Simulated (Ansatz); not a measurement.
Working through a polarisability from point charges of CH6SeSi2, SMILES C1[SiH2][SiH2][Se]1

Program: Ansatz's Python interface.

The cells in order, each with its output:

```python
import ansatz as az
import numpy as np

BASIS_SET = "def2-SVP"
FUNCTIONAL = "pbe"
```

```python
geometry_ang = [
    ("C", (-1.233, 0.5323, -0.0121)),
    ("Si", (0.4567, 0.5661, -0.7217)),
    ("Si", (0.8536, -1.0947, 0.622)),
    ("Se", (-1.1997, -0.867, 1.3052)),
    ("H", (-1.4967, 1.5414, 0.4482)),
    ("H", (-2.0204, 0.3804, -0.825)),
    ("H", (0.5144, 0.1656, -2.1298)),
    ("H", (1.2415, 1.8042, -0.372)),
    ("H", (1.1261, -2.3449, -0.0321)),
    ("H", (1.8407, -0.7346, 1.7202)),
]
geometry = az.Crystal.molecule()
for symbol, xyz in geometry_ang:
    geometry = geometry.atom(symbol, xyz)
```

```python
job = (
    geometry.calculation()
    .basis(gaussian=BASIS_SET)
    .functional(FUNCTIONAL)
    .forces()
)
# charges +q and -q at -R and +R make a nearly even field 2 k q / R^2 at the centre
centre = np.mean([site.position_ang for site in geometry.cartesian_sites], axis=0)
field = 2 * 14.399645 * 3.0 / 25.0 ** 2
```

```python
def dipole(axis, sign):
    arm = 25.0 * np.eye(3)[axis]
    pair = [{"charge": sign * 3.0, "position_ang": (centre - arm).tolist()}, {"charge": -sign * 3.0, "position_ang": (centre + arm).tolist()}]
    deck = job.input().set(az.key.basis.gaussian.point_charges, pair)
    return np.array(az.Session.from_dict(deck).plan().execute().report["charge_distribution"]["dipole_moment_e_ang"])


print(f"field {field:.4f} V/A")
alpha = np.array([(dipole(axis, 1) - dipole(axis, -1)) / (2 * field) * 14.399645 for axis in range(3)])
print("polarisability tensor (A^3)")
print(np.array2string(alpha, precision=3, suppress_small=True))
print(f"mean {np.trace(alpha) / 3:.3f} A^3 = {np.trace(alpha) / 3 / 0.14818471:.2f} bohr^3")
```

    field 0.1382 V/A
    polarisability tensor (A^3)
    [[12.283 -0.358 -0.617]
     [-0.364 11.438 -1.502]
     [-0.634 -1.52  11.358]]
    mean 11.693 A^3 = 78.91 bohr^3

Caveats:
- The settings weren't tested for convergence.
- The geometry is a force-field or estimated start, not a minimum of this method, and the basis set is short of its limit. The field of two point charges is only nearly even.
- Without diffuse functions polarisabilities are unreliable, as a rule too low, and they change with the bond lengths of this unrelaxed start.
- The whole script took 15 s on 1 thread of AMD EPYC 9B14 (Zen 4) (shared host), peak memory 0.23 GiB.
